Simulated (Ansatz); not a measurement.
# SrRhF6 and its elements: a formation energy from the elements

Program: the Python package of Ansatz (0.2.0).

Run as a notebook:

**Cell 1**
```python
from collections import Counter
from dataclasses import dataclass
import warnings

import ansatz
import numpy as np
```

**Cell 2**
```python
@dataclass
class Options:
    cutoff: int = 630
    kspacing: float = 0.39
    smearing: str = 'gaussian'
    smearing_width: float = 0.02
```

**Cell 3**
```python
opts = Options()
```

**Cell 4**
```python
PHASES = {
    'SrRhF6': (
        [(3.60398412, 2.0807612, 2.31717271), (-3.60398412, 2.0807612, 2.31717271), (0.0, -4.16152241, 2.31717271)],
        [
            ('Sr', (0.5, 0.5, 0.5)),
            ('Rh', (0.0, 0.0, 0.0)),
            ('F', (0.70934813, 0.70934813, 0.07194143)),
            ('F', (0.70934813, 0.07194143, 0.70934813)),
            ('F', (0.29065187, 0.92805857, 0.29065187)),
            ('F', (0.29065187, 0.29065187, 0.92805857)),
            ('F', (0.92805857, 0.29065187, 0.29065187)),
            ('F', (0.07194143, 0.70934813, 0.70934813)),
        ],
    ),
    'Sr': (
        [(0.0, 3.04235, 3.04235), (3.04235, 0.0, 3.04235), (3.04235, 3.04235, 0.0)],
        [
            ('Sr', (0.0, 0.0, 0.0)),
        ],
    ),
    'Rh': (
        [(0.0, 1.89785, 1.89785), (1.89785, 0.0, 1.89785), (1.89785, 1.89785, 0.0)],
        [
            ('Rh', (0.0, 0.0, 0.0)),
        ],
    ),
    'F2': (
        [(9.0, 0.0, 0.0), (0.0, 9.5, 0.0), (0.0, 0.0, 10.0)],
        [
            ('F', (0.5, 0.5, 0.429)),
            ('F', (0.5, 0.5, 0.571)),
        ],
    ),
}
MOMENTS = {'Rh': 0.5}  # parallel starting moments in muB
```

**Cell 5**
```python
def build(vectors, sites):
    crystal = ansatz.Crystal(lattice=ansatz.Lattice.of(vectors))
    for symbol, position in sites:
        crystal = crystal.atom(symbol, position)
    return crystal
```

**Cell 6**
```python
POLARISED = {'SrRhF6'}
```

**Cell 7**
```python
GASES = {'F2'}


def compute(name, crystal):
    calc = (
        crystal.calculation()
        .functional(ansatz.Functional.PBESOL)
        .basis(opts.cutoff)
        .scf(lower_state_search='standard')
        .kpoints(spacing=opts.kspacing)
        .occupations(opts.smearing, width=opts.smearing_width)
        .stress()
    )
    if name in POLARISED:
        calc = calc.spin('collinear')
    if name in GASES:
        return calc.kpoints(1, 1, 1).relax(force_tolerance=0.01).run(threads=1, backend='cpu')
    calc = calc.relax(force_tolerance=0.01, cell=True)
    return calc.run(threads=1, backend='cpu')
```

**Cell 8**
```python
def counts(outcome):
    return Counter(site.symbol for site in outcome.lattice.sites)
```

**Cell 9**
```python
def formation_energy(outcome, mu):
    n = counts(outcome)
    return (outcome.report['energy_sigma0_ev'] - sum(k * mu[element] for element, k in n.items())) / sum(n.values())
```

**Cell 10**
```python
def volume_per_atom(outcome):
    return abs(np.linalg.det(outcome.lattice.cell_ang)) / len(outcome.lattice.sites)
```

**Cell 11**
```python
warnings.simplefilter('ignore', ansatz.DeckWarning)
```

**Cell 12**
```python
phases = {name: build(*cell) for name, cell in PHASES.items()}
for name in ['SrRhF6']:
    phases[name] = phases[name].moments({e: m for e, m in MOMENTS.items() if e in phases[name].species()})
```

**Cell 13**
```python
done = {name: compute(name, crystal) for name, crystal in phases.items()}
```
Output:
```text
--- The result so far, ahead of a search for a lower minimum behind the relaxation; the run's own can be another ---
--- Relaxed structure (3 steps of the walk, 3 accepted, 1 SCFs on fresh bases) ---
  F+E_penalty+E_count = -14636.44281053 eV   max|allowed force component| = 4.809e-4 eV/Å   (the final SCF, on the basis selected at the relaxed cell)
to start a new deck from the relaxed geometry:
  # the rows under cell: are crystal.lattice (Å); those under atoms: are crystal.atoms (fractional)
  # these rows hold no starting moments: give each atom its spin and spin_axis again (relax.cell in the manual, under Limitations, says where they stand)
  # drop crystal.checkpoint, crystal.saddle_side [...]
  # these rows already include their effect, but for a slab's crystal.periodic that crystal.checkpoint laid: type that, and under magnetization.per_species the moments by species that it laid
  # where hamiltonian.xc.exx.coeff was left to the run, type the fraction that it took
  # where crystal.lattice changes, lay crystal.conventional_axes and each constraint's lattice_plane and lattice_line anew on its vectors; on these sites an outside_sphere can name other atoms (type this run's as sites)
  # the words of relax.cell.fix then name these vectors, unless crystal.conventional_axes gives the axes of a cell which the run reduced
  # or, where this run's checkpoint.write kept a state, name that directory under crystal.checkpoint in the place of these rows (where a search for an adjacent minimum keeps one, it gives that one: for these rows its steps/00-relax/state), with the other keys dropped all the same: its cell and atoms come with the starting moments that the new deck's spin treatment reads
  # drop the old deck's checkpoint.read (its saved state can only seed a run with the same cell) and give checkpoint.write a new directory
  cell:  # Å, volume = 103.9918 Å³
    - [3.606378871421175, 2.0821438105546113, 2.3081584805153357]
    - [-3.606378871421175, 2.0821438105546113, 2.3081584805153357]
    - [2.2769292372381927e-34, -4.164287626089771, 2.3081584760224816]
  atoms:
    - { symbol: Sr, position: [0.4999999999999999, 0.4999999999999999, 0.49999999999999994] }
    - { symbol: Rh, position: [-8.353219768539838e-21, -3.843665343515932e-20, -2.3394936573740955e-20] }
    - { symbol: F, position: [0.7094452017257277, 0.7094452017257277, 0.07020268579817801] }
    - { symbol: F, position: [0.7094452017257277, 0.07020268579817801, 0.7094452017257278] }
    - { symbol: F, position: [0.29055479827427205, 0.9297973142018219, 0.2905547982742721] }
    - { symbol: F, position: [0.2905547982742721, 0.2905547982742721, 0.9297973142018219] }
    - { symbol: F, position: [0.9297973142018219, 0.29055479827427205, 0.2905547982742721] }
    - { symbol: F, position: [0.07020268579817801, 0.7094452017257277, 0.7094452017257278] }
--- The result so far, ahead of a search for a lower minimum behind the relaxation; the run's own can be another ---
--- Relaxed structure (4 steps of the walk, 4 accepted, 1 SCFs on fresh bases) ---
  F+E_penalty+E_count = -3492.23182992 eV   max|allowed force component| = 0.000e0 eV/Å   (the final SCF, on the basis selected at the relaxed cell)
to start a new deck from the relaxed geometry:
  # the rows under cell: are crystal.lattice (Å); those under atoms: are crystal.atoms (fractional)
  # these rows hold no starting moments: give each atom its spin and spin_axis again (relax.cell in the manual, under Limitations, says where they stand)
  # drop crystal.checkpoint, crystal.saddle_side [...]
  # these rows already include their effect, but for a slab's crystal.periodic that crystal.checkpoint laid: type that, and under magnetization.per_species the moments by species that it laid
  # where hamiltonian.xc.exx.coeff was left to the run, type the fraction that it took
  # where crystal.lattice changes, lay crystal.conventional_axes and each constraint's lattice_plane and lattice_line anew on its vectors; on these sites an outside_sphere can name other atoms (type this run's as sites)
  # the words of relax.cell.fix then name these vectors, unless crystal.conventional_axes gives the axes of a cell which the run reduced
  # or, where this run's checkpoint.write kept a state, name that directory under crystal.checkpoint in the place of these rows (where a search for an adjacent minimum keeps one, it gives that one: for these rows its steps/00-relax/state), with the other keys dropped all the same: its cell and atoms come with the starting moments that the new deck's spin treatment reads
  # drop the old deck's checkpoint.read (its saved state can only seed a run with the same cell) and give checkpoint.write a new directory
  cell:  # Å, volume = 51.5375 Å³
    - [-2.2849558960016163e-34, 2.953686104134633, 2.953686104134633]
    - [2.953686104134633, 1.4728809782588816e-34, 2.953686104134633]
    - [2.953686104134633, 2.953686104134633, -1.1018742021136714e-33]
  atoms:
    - { symbol: Sr, position: [0.0, 0.0, 0.0] }
--- The result so far, ahead of a search for a lower minimum behind the relaxation; the run's own can be another ---
--- Relaxed structure (3 steps of the walk, 3 accepted, 1 SCFs on fresh bases) ---
  F+E_penalty+E_count = -6338.71225464 eV   max|allowed force component| = 0.000e0 eV/Å   (the final SCF, on the basis selected at the relaxed cell)
to start a new deck from the relaxed geometry:
  # the rows under cell: are crystal.lattice (Å); those under atoms: are crystal.atoms (fractional)
  # these rows hold no starting moments: give each atom its spin and spin_axis again (relax.cell in the manual, under Limitations, says where they stand)
  # drop crystal.checkpoint, crystal.saddle_side [...]
  # these rows already include their effect, but for a slab's crystal.periodic that crystal.checkpoint laid: type that, and under magnetization.per_species the moments by species that it laid
  # where hamiltonian.xc.exx.coeff was left to the run, type the fraction that it took
  # where crystal.lattice changes, lay crystal.conventional_axes and each constraint's lattice_plane and lattice_line anew on its vectors; on these sites an outside_sphere can name other atoms (type this run's as sites)
  # the words of relax.cell.fix then name these vectors, unless crystal.conventional_axes gives the axes of a cell which the run reduced
  # or, where this run's checkpoint.write kept a state, name that directory under crystal.checkpoint in the place of these rows (where a search for an adjacent minimum keeps one, it gives that one: for these rows its steps/00-relax/state), with the other keys dropped all the same: its cell and atoms come with the starting moments that the new deck's spin treatment reads
  # drop the old deck's checkpoint.read (its saved state can only seed a run with the same cell) and give checkpoint.write a new directory
  cell:  # Å, volume = 13.5394 Å³
    - [-1.2224912119548714e-33, 1.8917203442687014, 1.8917203442687014]
    - [1.8917203442687014, -6.623983642764267e-34, 1.8917203442687014]
    - [1.8917203442687014, 1.8917203442687014, -2.9258581595142647e-34]
  atoms:
    - { symbol: Rh, position: [0.0, 0.0, 0.0] }
--- The result so far, ahead of a search for a lower minimum behind the relaxation; the run's own can be another ---
--- Relaxed structure (6 steps of the walk, 5 accepted, 0 SCFs on fresh bases) ---
  F+E_penalty+E_count = -1595.30776706 eV   max|allowed force component| = 3.809e-4 eV/Å
  atoms:
    - { symbol: F, position: [0.5, 0.5, 0.43009453825147786] }
    - { symbol: F, position: [0.5, 0.5, 0.5699054617485221] }
```

**Cell 14**
```python
references = {'Sr': 'Sr', 'Rh': 'Rh', 'F': 'F2'}
mu = {element: done[name].report['energy_sigma0_ev'] / len(done[name].lattice.sites) for element, name in references.items()}
```

**Cell 15**
```python
target = done['SrRhF6']
heat = formation_energy(target, mu)
for element, value in mu.items():
    print(f'mu({element}) = {value:.4f} eV from {references[element]}, {volume_per_atom(done[references[element]]):.2f} A^3/atom')
print(f'formation energy of SrRhF6: {heat:.4f} eV/atom = {96.4853 * heat:.1f} kJ/mol of atoms')
```
Output:
```text
mu(Sr) = -3492.2318 eV from Sr, 51.54 A^3/atom
mu(Rh) = -6338.7120 eV from Rh, 13.54 A^3/atom
mu(F) = -797.6539 eV from F2, 427.50 A^3/atom
formation energy of SrRhF6: -2.4469 eV/atom = -236.1 kJ/mol of atoms
```

The formation energy is -2.447 eV an atom (-236.1 kJ per mole of atoms), so SrRhF6 lies below the reference phases.

What to keep in mind:
- These settings explore the input space; cutoff and mesh may be short of convergence.
- The magnetic order follows from the starting moments and needn't be the lowest.
- For the metals among these phases the mesh is modest: differences between phases can be off by up to 40 meV an atom.
- The program warned that this SCF threshold is loose for forces or stresses.
- The cells come from databases of deposited and of computed structures, and not all need be stable phases.
- The compound is the structure given, not necessarily its lowest; energies are at zero temperature, with no correction for gases. Magnetic phases start from parallel moments and may not end in their lowest magnetic state. A semilocal functional's error on such energies is often 0.05 to 0.1 eV an atom, and 0.1 to 0.3 eV against gases such as O2 or F2.
- The script silences the warnings on its input, which a real study should read.
- Wall time of the script: 99 s on 1 thread of Arm Neoverse V1 (shared host), peak memory 0.9 GiB.

(Lines on the test bed's own set-up are left out of the output.)
